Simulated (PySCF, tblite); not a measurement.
**C5H10FN3Si: geometry, infrared bands and NMR shifts**

Wanted: the infrared bands and NMR shifts of C5H10FN3Si (`CN[SiH2]n1cncc1CF`), by calculation.

Programs: tblite 0.8.0 and PySCF 2.14.0, with density-fitted response routines of our own. Each step states its level of theory. These are calculated values for one molecule in the gas phase, unless marked as measured. Atoms count from 0, in the outputs and in this text.

### Step 1. The starting structure

20 atoms, charge 0, multiplicity 1; geometry from: force field or distance geometry start.

Bonds of the start (Å): C0–N1 1.44, N1–Si2 1.77, Si2–N3 1.81, N3–C4 1.36, C4–N5 1.35, N5–C6 1.36, C6–C7 1.37, C7–C8 1.49, C8–F9 1.40, C7–N3 1.35, C0–H10 1.12, C0–H11 1.11, C0–H12 1.12, N1–H13 1.04, Si2–H14 1.46, Si2–H15 1.48, C4–H16 1.09, C6–H17 1.09, C8–H18 1.12, C8–H19 1.10.

### Step 2. Geometry optimisation with GFN2-xTB

Job settings and geometry (Å):

```
{"job": {"kind": "relax", "xc": "GFN2-xTB", "basis": "xTB"}, "charge": 0, "multiplicity": 1}
C      3.138300     0.339500     0.260000
N      2.238500    -0.763100     0.459100
Si     0.855400    -0.646700    -0.635700
N     -0.523300     0.287400     0.069900
C     -0.366400     1.360700     0.887600
N     -1.595200     1.796400     1.228400
C     -2.527100     0.998000     0.651800
C     -1.843100     0.050500    -0.061600
C     -2.421100    -1.058100    -0.870500
F     -2.552100    -2.139000     0.009100
H      2.772000     0.846200    -0.672400
H      4.192500     0.024900     0.121300
H      3.030700     1.049700     1.113400
H      1.970400    -0.941700     1.444300
H      0.414300    -1.960100    -1.104300
H      1.362600     0.059800    -1.833400
H      0.564300     1.822300     1.202100
H     -3.610200     1.073800     0.742700
H     -1.716500    -1.373600    -1.679800
H     -3.389200    -0.816000    -1.335200
```

Command:

```bash
> OMP_NUM_THREADS=1 python probes_run.py task.json out
```

The driver reads the jobs from task.json and runs them one after another.

**Question.** This job is followed by: GFN2-xTB harmonic vibrations, gas phase; GIAO PBE0/pcSseg-1 NMR shielding, non-relativistic, gas phase. Predict these results of the whole session: strongest single infrared mode (GFN2-xTB); zero-point energy (GFN2-xTB); ¹³C shifts against TMS (PBE0/pcSseg-1); ¹H shifts against TMS (PBE0/pcSseg-1, means over atoms taken as alike); ¹⁵N shifts against NH3 (PBE0/pcSseg-1); ²⁹Si shifts against TMS (PBE0/pcSseg-1); ¹⁹F shifts against CFCl3 (PBE0/pcSseg-1); surface potential, 1st and 99th percentile.

The runs gave:

| quantity | value |
| --- | --- |
| strongest single infrared mode (GFN2-xTB) | 2223 cm⁻¹, 286 km/mol |
| zero-point energy (GFN2-xTB) | 93.9 kcal/mol |
| ¹³C shifts against TMS (PBE0/pcSseg-1) | 145.4, 138.5, 133.9, 79.4, 31.2 ppm |
| ¹H shifts against TMS (PBE0/pcSseg-1, means over atoms taken as alike) | 7.68, 7.38, 5.78, 5.40, 2.89, 0.38 ppm |
| ¹⁵N shifts against NH3 (PBE0/pcSseg-1) | 308.7, 185.4, 18.9 ppm |
| ²⁹Si shifts against TMS (PBE0/pcSseg-1) | -37.9 ppm |
| ¹⁹F shifts against CFCl3 (PBE0/pcSseg-1) | -236.9 ppm |
| surface potential, 1st and 99th percentile | -2.08 V and 1.68 V |

Relaxing lowered the energy by 0.929 eV in 226 steps; the close pair that moved most is N1–Si2, from 1.768 to 1.714 Å. No mode is imaginary among the 54: a minimum at this level. The strongest single mode, at 2223 cm⁻¹, moves mainly H15. Unscaled tight-binding wavenumbers are off by several per cent, some by more. Its intensities can rank the bands wrongly. At PBE0/pcSseg-1: The widest tensor belongs to N5: span 508 ppm, with a paramagnetic part of -377 ppm. NICS(1)zz of -29 ppm above the planar ring from N3 marks a diatropic (aromatic) ring current.
